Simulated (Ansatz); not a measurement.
# Pt: the cost of one run

Method: DFT PBE, scalar-relativistic, plane waves, PAW, in Ansatz 0.2.0.

2 further runs of the same task are left out: 2 set aside as unsound or not needed.

### Step 1. Starting point

The structure is cubic, space group Fm-3m (No. 225). The conventional cell has a = 3.970 Å, b = 3.970 Å, c = 3.970 Å, α = 90.00°, β = 90.00°, γ = 90.00°. Around Pt (site symmetry m-3m) lie 12 Pt at 2.81 Å.

Structure file:

```cif
data_structure
_symmetry_space_group_name_H-M 'P 1'
_symmetry_Int_Tables_number 1
_cell_length_a 2.8073
_cell_length_b 2.8073
_cell_length_c 2.8073
_cell_angle_alpha 60.000
_cell_angle_beta 60.000
_cell_angle_gamma 60.000
_cell_volume 15.64
loop_
_atom_site_label
_atom_site_type_symbol
_atom_site_fract_x
_atom_site_fract_y
_atom_site_fract_z
_atom_site_occupancy
Pt1 Pt 0.00000 0.00000 0.00000 1
```

It is the result of an earlier relaxation at this level (volume 15.64 Å³/atom; gap on the mesh: none (metal)).

### Step 2. The bulk in the cell of the plane

Input file input.yaml:

```yaml
crystal:
  lattice:
    - [2.8072933492, 0.0, 0.0]
    - [0.0, 2.8072933492, 0.0]
    - [1.4036466746, 1.4036466746, 1.985056164]
  atoms:
    - { symbol: Pt, position: [0.0, 0.0, 0.0] }
basis:
  ecutwfc: 420
kpoints:
  mp_grid: { grid: [12, 12, 17] }
hamiltonian:
  xc: pbe
scf:
  occupations: { method: gaussian, width: 0.1 }
output:
  forces: true
  stress: true
  eigenvalues: true
```

Launch:

```sh
$ ansatz run input.yaml --threads 2 --pin off --max-ram 5120MiB --backend cpu --events-out ev --progress --plain --runs-dir out
```

**Question.** How long does this run take on 2 threads of Arm Neoverse V2, shared host, and how much memory does it need?

About 3 s, with a peak of 0.39 GiB.
